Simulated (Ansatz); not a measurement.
# ClFH₄Si₂: one species, many methods

How much do the methods differ for ClFH₄Si₂? The plan is to run it at one geometry with functionals of several rungs and with coupled cluster. The yardstick is the atomisation energy at the CCSD(T) limit.

Computed with Ansatz 0.2.0, Gaussian basis. Level: functionals in def2-TZVPP, the program's frozen cores in correlated methods.

Plan: PBE-D4, r2SCAN-D4, PBE0-D4, B3LYP-D4, ωB97X-V, ωB97M-V, B2PLYP; CCSD(T)/def2-TZVPP; MP2/def2-QZVPP; extrapolation to the limit.

**1. The relaxed structure**

The geometry comes from an earlier relaxation with PBE0-D4 in a triple-zeta def2 set; it is a stationary point, not always the lowest conformer.

8 atoms, charge 0, spin multiplicity 1.

Atoms are counted from 1 here; the program's logs count them from 0.

Bond lengths: F1–Si2 1.603 Å, Si2–Si3 2.345 Å, Si2–H5 1.485 Å, Si2–H6 1.487 Å, Si3–Cl4 2.060 Å, Si3–H7 1.486 Å, Si3–H8 1.484 Å. Angles: F1–Si2–Si3 109.5°, F1–Si2–H5 108.3°, F1–Si2–H6 108.0°, Si3–Si2–H5 110.8°, Si3–Si2–H6 110.4°, H5–Si2–H6 109.7°, Si2–Si3–Cl4 109.3°, Si2–Si3–H7 109.8°, Si2–Si3–H8 112.0°, Cl4–Si3–H7 108.3°, Cl4–Si3–H8 108.2°, H7–Si3–H8 109.2°.

**2. PBE-D4 (GGA)**

File in.yaml:

```yaml
crystal:
  periodic: [false, false, false]
  atoms:
    - {symbol: F, position_ang: [-1.769500, 1.438242, 0.046908]}
    - {symbol: Si, position_ang: [-0.188827, 1.181048, 0.127451]}
    - {symbol: Si, position_ang: [0.236509, -1.123766, 0.039543]}
    - {symbol: Cl, position_ang: [-0.336033, -1.852116, -1.800643]}
    - {symbol: H, position_ang: [0.454880, 1.880164, -1.013012]}
    - {symbol: H, position_ang: [0.306007, 1.751903, 1.408003]}
    - {symbol: H, position_ang: [1.691645, -1.373652, 0.207083]}
    - {symbol: H, position_ang: [-0.509679, -1.867322, 1.084867]}
basis:
  gaussian: {orbitals: def2-TZVPP}
hamiltonian: {xc: pbe, dispersion: d4}
output: {forces: true, orbitals: {seedname: orbitals}}
```

After this run come: r2SCAN-D4 (meta-GGA); PBE0-D4 (hybrid); B3LYP-D4 (hybrid); ωB97X-V (range-separated); ωB97M-V (range-separated); B2PLYP (double hybrid); CCSD(T) in def2-TZVPP; MP2 in def2-QZVPP.

Before running them: what should the planned runs give, taken together? Wanted: atomisation energy, CCSD(T)/CBS; farthest; mean size of error, hybrid; mean size of error, range-separated; gap, smallest and largest; T1 diagnostic; triples share of the correlation energy.

As calculated:

| quantity | value |
| --- | --- |
| atomisation energy, CCSD(T)/CBS | 606.2 kcal/mol |
| functionals within 3.0 kcal/mol (0.5 %) | r2SCAN-D4, ωB97X-V, ωB97M-V |
| farthest | B2PLYP (-12.5 kcal/mol) |
| mean size of error, hybrid | 9.0 kcal/mol |
| mean size of error, range-separated | 2.5 kcal/mol |
| gap, smallest and largest | 5.18 eV (PBE-D4), 11.65 eV (ωB97X-V) |
| T1 diagnostic | 0.0111 |
| triples share of the correlation energy | 3.3 % |

PBE-D4 misses by -6.4 kcal/mol. Double hybrids carry the basis error of their MP2 part in triple zeta, and no dispersion term here, so their miss is partly the set-up's. The reference freezes the cores and leaves out relativity and excitations past (T), so misses under about 3.0 kcal/mol can't be ranked. Hartree-Fock recovers 76 % of the binding; the rest is correlation. The gap grows from 5.2 to 11.6 eV across the functionals, mostly with the share of exact exchange.
